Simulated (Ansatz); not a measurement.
# CH7BFNOSi: the cost of one run

Computed with Ansatz 0.2.0, Gaussian basis. Level: RKS PBE-D4/def2-SVP.

The runs, in order: relaxation at PBE-D4/def2-SVP; relaxation at PBE0-D4/def2-TZVP.

1 further run of the same task is left out (set aside as unsound or not needed).

### 1 Starting geometry

SMILES `C[Si](N)(F)BO`, 13 atoms, charge 0, spin multiplicity 1.

Atoms are counted from 1 here; the program's logs count them from 0.

Bond lengths: C1–Si2 1.866 Å, C1–H7 1.059 Å, C1–H8 1.136 Å, C1–H9 1.150 Å, Si2–N3 1.758 Å, Si2–F4 1.661 Å, Si2–B5 1.936 Å, N3–H10 1.087 Å, N3–H11 1.051 Å, B5–O6 1.485 Å, B5–H12 1.153 Å, O6–H13 1.024 Å. Angles: Si2–C1–H7 111.3°, Si2–C1–H8 105.4°, Si2–C1–H9 110.2°, H7–C1–H8 111.6°, H7–C1–H9 112.8°, H8–C1–H9 105.2°, C1–Si2–N3 107.9°, C1–Si2–F4 111.8°, C1–Si2–B5 111.5°, N3–Si2–F4 106.9°, N3–Si2–B5 109.5°, F4–Si2–B5 109.2°, Si2–N3–H10 108.1°, Si2–N3–H11 108.3°, H10–N3–H11 103.6°, Si2–B5–O6 120.0°, Si2–B5–H12 121.8°, O6–B5–H12 118.2° and more.

Coordinates:

```xyz
13
CH7BFNOSi
C    -0.8690   -1.0740    0.7879
Si    0.0748   -0.3400   -0.6447
N     1.7811   -0.6899   -0.4031
F    -0.3597   -1.0336   -2.0899
B    -0.1811    1.5759   -0.7559
O     0.1850    2.4418    0.3940
H    -0.7420   -2.1248    0.8347
H    -1.9543   -0.7918    0.6093
H    -0.5777   -0.5460    1.7674
H     2.0729   -0.2952    0.5665
H     1.8917   -1.7288   -0.2903
H    -0.6190    2.0771   -1.6969
H    -0.6821    2.4946    0.9359
```

The start is a force-field geometry with small random shifts, so a cheaper pass at PBE-D4/def2-SVP comes first.

### 2 Optimising with PBE-D4/def2-SVP (cheap first pass)

in.yaml

```yaml
crystal:
  periodic: [false, false, false]
  atoms:
    - {symbol: C, position_ang: [-0.869000, -1.074000, 0.787900]}
    - {symbol: Si, position_ang: [0.074800, -0.340000, -0.644700]}
    - {symbol: N, position_ang: [1.781100, -0.689900, -0.403100]}
    - {symbol: F, position_ang: [-0.359700, -1.033600, -2.089900]}
    - {symbol: B, position_ang: [-0.181100, 1.575900, -0.755900]}
    - {symbol: O, position_ang: [0.185000, 2.441800, 0.394000]}
    - {symbol: H, position_ang: [-0.742000, -2.124800, 0.834700]}
    - {symbol: H, position_ang: [-1.954300, -0.791800, 0.609300]}
    - {symbol: H, position_ang: [-0.577700, -0.546000, 1.767400]}
    - {symbol: H, position_ang: [2.072900, -0.295200, 0.566500]}
    - {symbol: H, position_ang: [1.891700, -1.728800, -0.290300]}
    - {symbol: H, position_ang: [-0.619000, 2.077100, -1.696900]}
    - {symbol: H, position_ang: [-0.682100, 2.494600, 0.935900]}
basis:
  gaussian: {orbitals: def2-SVP}
hamiltonian: {xc: pbe, dispersion: d4}
relax: {f_tol: 0.03, max_steps: 200}
```

On the command line:

```bash
> ansatz run in.yaml --threads 2 --pin off --events-out ev --progress --plain --max-ram 22528MiB --backend cpu
```

Q: Estimate wall time and peak memory on 2 threads of AMD EPYC 7R13, shared host.

About 75 s, with a peak of 0.28 GiB.
